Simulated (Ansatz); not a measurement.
Cu3O2, 5 atoms in the cell. The structure is tetragonal, space group I4/mmm (No. 139). The conventional cell has a = 4.046 Å, b = 4.046 Å, c = 7.347 Å, α = 90.00°, β = 90.00°, γ = 90.00°. Around Cu (site symmetry 4/mmm) lie 4 O at 2.02 Å. Cu (site symmetry -4m2) has 2 O at 1.84 Å as nearest neighbours. Around O (site symmetry mmm) lie 4 Cu at 1.84 to 2.02 Å. The cell comes from a database or a generator and needn't be the stable form of this composition.

* Program: Ansatz 0.2.0
* Task: projected density of states
* Functional: revPBE
* Potentials or basis: Ansatz PAW
* Cutoff: 420 eV (not typed: the program's choice for these potentials)
* k mesh: 9 × 9 × 9
* Occupations: fermi-dirac, width 0.05 eV
* Spin: no spin polarisation

Potentials or basis: Ansatz PAW.

Run with:

```bash
$ ansatz run input.yaml --threads 2 --pin off --max-ram 5632MiB --backend cpu --events-out ev --progress --plain --runs-dir out
```

Hardware: 2 threads of Arm Neoverse V1 (shared host).

Question: How long does it take, and how much memory?

Answer: Run time: 23 s on 2 threads of Arm Neoverse V1 (shared host), peak memory 0.54 GiB. Counts: scf iterations 8, plane waves 1209, k points 75, bands 47.
